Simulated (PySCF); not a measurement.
# KC+: bond curves at several levels of theory

What are the lowest state that PBE0 finds, the bond length, vibrational wavenumber and bond energy of KC+, and how much do these hang on the method?

Program: PySCF 2.14.0. Level of theory: K pcseg-1, C pcseg-1, no relativity. These are calculated values, not measurements.

## Step 1: Input

Settings of the job:

* atoms: K, C
* charge: 1
* basis: K pcseg-1, C pcseg-1
* Hamiltonian: no relativity
* basis functions: 38
* electrons treated: 24
* masses in u: 38.9637, 12.0000
* levels: PBE0, PBE, r²SCAN, BLYP, r²SCANh, TPSSh, CAM-B3LYP, HF, MP2, SCS-MP2, CCSD, CCSD(T)
* grid: 80 radial by 434 angular points
* occupations: held fixed by the projection of orbital angular momentum
* dissociation limit: K+ + C, each in its ground configuration
* starting distance in angstrom: 2.755
* values of 2S to try: 0, 2

Launch:

```console
$ OMP_NUM_THREADS=1 python dia.py task.json out
```

The runs that follow: PBE0 along the bond; Excited determinants; PBE (GGA); r²SCAN; BLYP (GGA); r²SCANh (hybrid meta-GGA); TPSSh; CAM-B3LYP (range-separated hybrid); UHF; Adding correlation.

Before running it: what results should come out? Wanted: for each run, Re; ωe; De; μ.

As calculated:

Lowest PBE0 solution found, without spin–orbit coupling: ³Π (triplet), unpaired electrons σ ↑, π ↑. State 3 has its PBE0 minimum 0.44 eV higher, as a spin-mixed determinant (⟨S²⟩ = 1.00), so this is no gap between pure states. The other levels ran on the lowest alone.

```
      level  Re (Å)  ωe (cm⁻¹)  De (eV)  μ (D)
        UHF   3.377      101.2    0.126  -3.17
    UHF-MP2   3.339      109.4    0.151    n/a
UHF-SCS-MP2   3.349      108.0    0.146    n/a
   UHF-CCSD   3.350      108.4    0.150    n/a
UHF-CCSD(T)   3.346      109.3    0.152    n/a
        PBE   3.242      116.0    0.190  -2.78
       BLYP   3.287      108.9    0.172  -2.84
     r²SCAN   3.263      111.4    0.158  -2.91
      TPSSh   3.277      108.5    0.160  -2.91
    r²SCANh   3.257      112.3    0.156  -2.92
       PBE0   3.243      114.9    0.168  -2.88
  CAM-B3LYP   3.221      119.0    0.173  -2.87
```

De is counted to K+ + C in their ground configurations. A positive dipole points from K to C; in an ion it is taken about the centre of mass and does not tell which atom is negative.

Bond lengths run from 3.221 Å (CAM-B3LYP) to 3.377 Å (UHF). CCSD(T) can't serve as the judge here: for a weak bond in this basis it is far from its limit. Of the levels with a De here, UHF gives the least (0.126 eV) and PBE the most (0.190 eV).

Correlated steps freeze 6 core orbitals. The bond is weak, and basis-set superposition, which was not computed, may be a sizeable part of it.
